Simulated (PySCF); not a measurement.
**EuCl2: other functionals and bases at one geometry**

An exercise on one series of results from a longer session: the logs are not shown, and one member is left open.

Computed with PySCF 2.14.0. Level: several levels, as the steps say, no spin–orbit coupling.

1 further run of the same task is left out (for a known fault of the program).

### Starting geometry

3 atoms, charge 0, spin multiplicity 1.

Bond lengths: Eu1–Cl2 2.616 Å, Eu1–Cl3 2.616 Å. Angles: Cl2–Eu1–Cl3 136.9°.

As a file:

```mol
Cl2Eu
  3D, bonds by distance, orders not assigned

  3  2  0  0  0  0  0  0  0  0999 V2000
   -0.0000    0.0000   -0.2372 Eu  0  0
    2.4339   -0.0000    0.7228 Cl  0  0
   -2.4339    0.0000    0.7228 Cl  0  0
  1  2  8  0
  1  3  8  0
M  END
```

Formal oxidation states: Eu +2. Each metal's 7 4f electrons lie in its core potential, so multiplicities, spins and levels count the valence alone. An earlier session relaxed this geometry at PBE0, Eu lcecp-0-SVP with ECP53, Cl def2-SVP (singlet, point group C2v).

At PBE0 on the finer grid: E = -949.349974 Eh, frontier levels not given, since the 4f levels lie in the core, Mulliken charge on Eu1 +0.85 e, largest force component 0.005 eV/Å. 

Levels to run: r2SCAN; BLYP; PBE0, TZVP. Hardware: 2 threads of Arm Neoverse V2, shared host.

Set-up of the first run:

File run.py (the lines that set the calculation):

```python
mol = gto.M(atom='''
Eu     0.00000     0.00000    -0.23718
Cl     2.43390     0.00000     0.72280
Cl    -2.43390     0.00000     0.72280''',
    basis={'Eu': 'lcecp-0-SVP', 'Cl': 'def2-SVP'},
    ecp={'Eu': 'lcecp-0-SVP'},
    charge=0, spin=0)
mf = dft.RKS(mol, xc='R2SCAN')
mf.grids.atom_grid = (75, 302)  # f atoms: unpruned, at least (60, 302)
mf = mf.density_fit()  # fitting sets: Eu AutoAux, Cl def2-universal-JKFIT
mf.conv_tol = 1e-08; mf.max_cycle = 55
mf.kernel(dm0)  # dm0: the density of the relaxed state
```

Run with:

```
> OMP_NUM_THREADS=2 python run.py
```

Among the steps run: r2SCAN; BLYP; PBE0, TZVP.

One of the session's tables, all rows but one given; the rest of the session is left out.

| level | charge on Eu1 (e) | dipole (D) | largest force component (eV/Å) |
| --- | --- | --- | --- |
| PBE0 (relaxed here) | 0.85 | 5.71 | 0.01 |
| r2SCAN | 0.85 | 5.72 | 0.11 |
| BLYP | ? | ? | ? |
| PBE0, TZVP | 1.18 | 5.87 | 0.04 |

**Question.** Estimate the row for BLYP.

As computed: charge on Eu1 (e): 0.68; dipole (D): 5.31; largest force component (eV/Å): 0.25. In the column «charge on Eu1 (e)» it is the lowest.

The largest leftover force, 0.25 eV/Å with BLYP, stands at a geometry relaxed at another level. With 4f in the core, its levels are missing from HOMO and gap, and its count is fixed, so no charge can pass from the ligands into it. Total energies of different levels can't be compared.
